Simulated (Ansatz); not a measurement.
# CN (SMILES [C]#N) at U-r2SCAN/3-21G

What is the electronic atomisation energy of CN at U-r2SCAN/3-21G? 

The calculation is run with Ansatz 0.2.0.

77 further runs of the same task are left out: 77 set aside as unsound or not needed.

### Step 1. Starting point

CN has 2 atoms, charge 0, and is taken as a doublet. SMILES: `[C]#N`. Geometry: relaxed at PBE0-D4/def2-TZVP.

Bond lengths: C1–N2 1.160 Å.

### Step 2. The energy at U-r2SCAN/3-21G

The input, in.yaml:

```yaml
crystal:
  periodic: [false, false, false]
  atoms:
    - {symbol: C, position_ang: [0.495600, -0.160400, 0.255200]}
    - {symbol: N, position_ang: [-0.495600, 0.160400, -0.255200]}
basis:
  gaussian: {orbitals: 3-21G.json}
accuracy: high
magnetization: {spin_polarized: true, initial_magnetization: 1}
hamiltonian: {xc: r2scan}
```

The basis set 3-21G is read from a file made from the Basis Set Exchange's data (not shown).

Launch:

```sh
$ ansatz run in.yaml --threads 1 --pin off --max-ram 2610MiB --events-out events.jsonl --progress --plain --runs-dir runs
```

Log:

```text
Warning: RAYON_NUM_THREADS=1 ignored (pool sized by the plan → 1); use --threads N
Functional definition: r2SCAN
  name "r2SCAN"
  parameter k0 = 0.174
  parameter k1 = 0.065
  parameter a1 = 4.9479
  exchange = r2scan_x(k0 = k0, k1 = k1, a1 = a1)
  correlation = r2scan_c
394 factors; integrals over basis functions are off by at most 4.9e-9 eV
mean field evaluation 1: about -2505.3679 eV, gradient 2.3e1 eV
mean field evaluation 2: about -2480.0583 eV, gradient 7.4e1 eV
mean field evaluation 4: about -2507.4064 eV, gradient 1.9e0 eV
mean field evaluation 8: about -2507.4245 eV, gradient 2.8e-1 eV
mean field evaluation 16: about -2507.4253 eV, gradient 1.2e-4 eV
mean field -2507.42529662 eV, -92.1461800569 hartree, gradient 4.0e-9 eV, S^2 0.759436; 0 other end points of the search recorded, 0 dependent functions left out
reference -2507.42529695 eV, -92.1461800691 hartree; 7, 6 occupied and 11, 12 virtual orbitals, 394 factors
Total energy: -2507.42529695 eV, -92.1461800691 hartree
```

It took 1.6 s on 1 thread of Intel Xeon Platinum 8375C at 2.90GHz (Ice Lake), shared host; peak memory 0.15 GiB.

### Step 3. The C atom at the same level

The input, molecule.yaml:

```yaml
crystal:
  periodic: [false, false, false]
  atoms:
    - {symbol: C, position_ang: [0.000000, 0.000000, 0.000000]}
basis:
  gaussian:
    orbitals: 3-21G.json
magnetization:
  spin_polarized: true
  initial_magnetization: 2
hamiltonian:
  xc: {name: r2SCAN}
accuracy: high
```

The basis set 3-21G is read from a file made from the Basis Set Exchange's data (not shown).

Run the same way, it converges to -37.61802 Eh (log not shown).

### Step 4. The N atom, same level

The input, input.yaml:

```yaml
crystal:
  periodic: [false, false, false]
  atoms:
    - {symbol: "N", position_ang: [0.000000, 0.000000, 0.000000]}
basis:
  gaussian: {orbitals: 3-21G.json}
magnetization: {spin_polarized: true, initial_magnetization: 3}
hamiltonian: {xc: {name: r2SCAN}}
accuracy: high
```

The basis set 3-21G is read from a file made from the Basis Set Exchange's data (not shown).

Run the same way, it converges to -54.27625 Eh (log not shown).

### Step 5. Results

Level: U-r2SCAN/3-21G.

```
                     quantity         value
       molecule: total energy  -92.14618 Eh
               molecule: ⟨S²⟩         0.759
         C atom: total energy  -37.61802 Eh
                 C atom: ⟨S²⟩         2.001
         N atom: total energy  -54.27625 Eh
                 N atom: ⟨S²⟩         3.751
electronic atomisation energy      6.855 eV
```

Taking the molecule apart into free atoms costs 6.85 eV (661 kJ/mol), before zero-point energy and without spin-orbit coupling. The basis has no polarisation functions, which makes bonds too weak.
